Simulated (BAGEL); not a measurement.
# CHBClFO (SMILES FC1OB1Cl): HF/6-31G(d) (density fitting with qzvpp-jkfit, spherical functions)

What is the vertical ionisation energy of CHBClFO at HF/6-31G* (density fitting with qzvpp-jkfit, spherical functions)? 

The results are computed with BAGEL 1.2.2.

2 further runs of the same task are left out: 2 set aside as unsound or not needed.

## (1) The molecule

CHBClFO has 6 atoms, charge 0, and is taken as a singlet. SMILES: `FC1OB1Cl`. The coordinates come from a PBE0-D4/def2-TZVP relaxation.

Bond lengths: F1–C2 1.347 Å, C2–O3 1.470 Å, C2–B4 1.505 Å, O3–B4 1.335 Å, B4–Cl5 1.709 Å, C2–H6 1.086 Å. Angles: F1–C2–O3 112.6°, F1–C2–B4 121.0°, O3–C2–B4 53.3°, C2–O3–B4 64.7°, C2–B4–O3 62.0°, C2–B4–Cl5 159.7°, O3–B4–Cl5 138.2°, F1–C2–H6 110.4°, O3–C2–H6 112.8°, B4–C2–H6 128.2°.

## (2) A single-point energy at HF/6-31G(d) (density fitting with qzvpp-jkfit, spherical functions)

Contents of input.json:

```json
{ "bagel": [

{
  "title": "molecule",
  "basis": "6-31gs.json",
  "df_basis": "qzvpp-jkfit",
  "angstrom": true,
  "geometry": [
    { "atom": "F", "xyz": [      -0.276000,      -1.630800,       0.652800 ] },
    { "atom": "C", "xyz": [      -0.007100,      -0.311100,       0.617700 ] },
    { "atom": "O", "xyz": [       1.091300,       0.017600,      -0.302500 ] },
    { "atom": "B", "xyz": [      -0.111800,       0.466800,      -0.666600 ] },
    { "atom": "Cl", "xyz": [      -0.812000,       1.324200,      -1.969000 ] },
    { "atom": "H", "xyz": [       0.157700,       0.069100,       1.621300 ] }
  ]
},

{ "title": "hf" },

{ "title": "print", "file": "orbitals.molden", "orbitals": true }

]}
```

The basis set 6-31G* is read from a file made from the Basis Set Exchange's data (not shown).

The run is started by

```bash
$ BAGEL_NUM_THREADS=1 BAGEL input.json > input.out
```

The log of the run:

```text
* using 1 threads per process

  ===============================================================
  ===============================================================

  *** Geometry ***

  { "atom" : "F", "xyz" : [     -0.521564,     -3.081765,      1.233613 ] },
  { "atom" : "C", "xyz" : [     -0.013417,     -0.587894,      1.167284 ] },
  { "atom" : "O", "xyz" : [      2.062258,      0.033259,     -0.571642 ] },
  { "atom" : "B", "xyz" : [     -0.211271,      0.882124,     -1.259691 ] },
  { "atom" : "Cl", "xyz" : [     -1.534458,      2.502375,     -3.720871 ] },
  { "atom" : "H", "xyz" : [      0.298010,      0.130580,      3.063813 ] },

  Number of auxiliary basis functions:      450

  Since a DF basis is specified, we compute 2- and 3-index integrals:
    o Being stored without compression. Storage requirement is 0.021 GB

  Number of basis functions:       76
  Number of electrons      :       46

    * METHOD: MOLECULE                             0.18

  *** RHF ***

  === Nuclear Repulsion ===
   190.3894835312

      * DIIS with orbital gradients will be used.

  === RHF iteration (6-31gs.json) ===
      0       -696.72716556          0.02194530           0.06
      1       -696.84357642          0.01666842           0.05
      2       -696.93424532          0.00176583           0.05
      3       -696.93607601          0.00075425           0.05
      4       -696.93634455          0.00016076           0.05
      5       -696.93636786          0.00005515           0.06
      6       -696.93637120          0.00002177           0.05
      7       -696.93637175          0.00000599           0.05
      8       -696.93637180          0.00000205           0.05
      9       -696.93637181          0.00000072           0.05
     10       -696.93637181          0.00000021           0.05
     11       -696.93637181          0.00000006           0.05
     12       -696.93637181          0.00000003           0.05
     13       -696.93637181          0.00000001           0.05
     14       -696.93637181          0.00000000           0.05
    * SCF iteration converged.

    * Permanent dipole moment:
           (    0.357237,    -0.523415,    -0.374224) a.u.

    * METHOD: HF                                   0.95

    * METHOD: PRINT                                0.01

  ===============================================================
```

Wall time 1.3 s (1 thread of Arm Neoverse V2, shared host); peak memory 0.1 GiB.

## (3) The doublet cation, same level

Contents of calc.json:

```json
{ "bagel": [

{
  "title": "molecule",
  "basis": "6-31gs.json",
  "df_basis": "qzvpp-jkfit",
  "angstrom": true,
  "geometry": [
    { "atom": "F", "xyz": [   -0.276000,   -1.630800,    0.652800 ] },
    { "atom": "C", "xyz": [   -0.007100,   -0.311100,    0.617700 ] },
    { "atom": "O", "xyz": [    1.091300,    0.017600,   -0.302500 ] },
    { "atom": "B", "xyz": [   -0.111800,    0.466800,   -0.666600 ] },
    { "atom": "Cl", "xyz": [   -0.812000,    1.324200,   -1.969000 ] },
    { "atom": "H", "xyz": [    0.157700,    0.069100,    1.621300 ] }
  ]
},
{
  "title": "uhf",
  "charge": 1,
  "nopen": 1
},
{
  "title": "print",
  "file": "orbitals.molden",
  "orbitals": true
}

]}
```

The basis set 6-31G* is read from a file made from the Basis Set Exchange's data (not shown).

The run is started by

```bash
$ BAGEL_NUM_THREADS=1 BAGEL calc.json > calc.out
```

The log of the run:

```text
* using 1 threads per process

  ===============================================================
  ===============================================================

  *** Geometry ***

  { "atom" : "F", "xyz" : [     -0.521564,     -3.081765,      1.233613 ] },
  { "atom" : "C", "xyz" : [     -0.013417,     -0.587894,      1.167284 ] },
  { "atom" : "O", "xyz" : [      2.062258,      0.033259,     -0.571642 ] },
  { "atom" : "B", "xyz" : [     -0.211271,      0.882124,     -1.259691 ] },
  { "atom" : "Cl", "xyz" : [     -1.534458,      2.502375,     -3.720871 ] },
  { "atom" : "H", "xyz" : [      0.298010,      0.130580,      3.063813 ] },

  Number of auxiliary basis functions:      450

  Since a DF basis is specified, we compute 2- and 3-index integrals:
    o Being stored without compression. Storage requirement is 0.021 GB

  Number of basis functions:       76
  Number of electrons      :       46

    * METHOD: MOLECULE                             0.18

  *** Open-shell HF ***

  === Nuclear Repulsion ===
   190.3894835312

      * DIIS with orbital gradients will be used.

  === UHF iteration (6-31gs.json) ===
      0       -696.29441561          0.04868312           0.11
      1       -696.40838154          0.04054414           0.11
      2       -696.46435683          0.03125129           0.11
      3       -696.54469782          0.00211432           0.11
      4       -696.54653634          0.00130156           0.11
      5       -696.54758021          0.00080281           0.11
      6       -696.54840882          0.00052497           0.11
      7       -696.54896068          0.00030051           0.10
      8       -696.54913390          0.00013736           0.11
      9       -696.54916811          0.00008140           0.11
     10       -696.54917781          0.00004751           0.10
     11       -696.54918060          0.00002937           0.10
     12       -696.54918216          0.00002082           0.10
     13       -696.54918290          0.00001399           0.10
     14       -696.54918324          0.00001014           0.11
     15       -696.54918346          0.00000715           0.10
     16       -696.54918359          0.00000425           0.10
     17       -696.54918363          0.00000265           0.10
     18       -696.54918364          0.00000176           0.10
     19       -696.54918365          0.00000136           0.10
     20       -696.54918365          0.00000084           0.10
     21       -696.54918365          0.00000051           0.10
     22       -696.54918365          0.00000036           0.10
     23       -696.54918365          0.00000028           0.10
     24       -696.54918365          0.00000021           0.10
     25       -696.54918365          0.00000014           0.10
     26       -696.54918365          0.00000010           0.10
     27       -696.54918365          0.00000008           0.10
     28       -696.54918365          0.00000005           0.10
     29       -696.54918365          0.00000003           0.10
     30       -696.54918365          0.00000002           0.10
     31       -696.54918365          0.00000002           0.10
     32       -696.54918365          0.00000001           0.10
     33       -696.54918365          0.00000001           0.10
    * SCF iteration converged.

    * S^2 (UHF) is 0.7699

    * Permanent dipole moment:
           (    0.085692,    -0.458255,    -1.029447) a.u.

    * METHOD: UHF                                  3.69

    * METHOD: PRINT                                0.01

  ===============================================================
```

It took 4.2 s on 1 thread of Arm Neoverse V2, shared host; peak memory 0.1 GiB.

## (4) Outcome

Level: HF/6-31G* (density fitting with qzvpp-jkfit, spherical functions).

| quantity | value |
| --- | --- |
| singlet CHBClFO: total energy | -696.93637 Eh |
| singlet CHBClFO: dipole moment | 1.87 D |
| singlet CHBClFO: HOMO energy | -11.88 eV |
| singlet CHBClFO: LUMO energy | 3.51 eV |
| singlet CHBClFO: HOMO–LUMO gap | 15.39 eV |
| doublet cation: total energy | -696.54918 Eh |
| doublet cation: ⟨S²⟩ | 0.770 |
| vertical ionisation energy (to the doublet cation) | 10.536 eV |

The vertical ionisation energy comes to 10.54 eV (243 kcal/mol). −ε(HOMO) before ionisation, 11.88 eV, is 1.34 eV above this ionisation energy.
